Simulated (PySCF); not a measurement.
# Cl4F2In2 ((Cl2In-mu-F)2): the cost of one run

Computed with PySCF 2.14.0 and routines of our own; the level stands in each step. Atoms count from 0.

## 1. The starting structure

8 atoms, charge 0, multiplicity 1; geometry from: GFN2-xTB.

## 2. Optimising the geometry at PBE0-D3(BJ)/def2-SVP

Job settings and geometry (Å):

```
{"job": {"xc": "PBE0", "basis": "def2-SVP", "d3": "d3bj", "grid": 1, "maxiter": 30, "shake": 0.03, "kind": "geom"}, "charge": 0, "multiplicity": 1}
In    -0.878020    -0.545430     1.424860
Cl    -1.605230    -2.636670     1.118070
Cl    -1.088290     1.307970     2.783790
F      1.259070    -0.425500     0.617170
In     0.931040     0.449110    -1.443870
Cl     1.012320    -1.303290    -2.813850
Cl     1.620940     2.616100    -1.128330
F     -1.113600     0.452050    -0.641530
```

Started as:

```bash
$ OMP_NUM_THREADS=1 python heavy_run.py task.json out
```

One launch serves the whole session: the jobs run in the order shown.

Q: Estimate the wall time and peak memory of this first job on 1 thread of Arm Neoverse V2, shared host.

About 4.7 min, with a peak of 0.72 GiB.
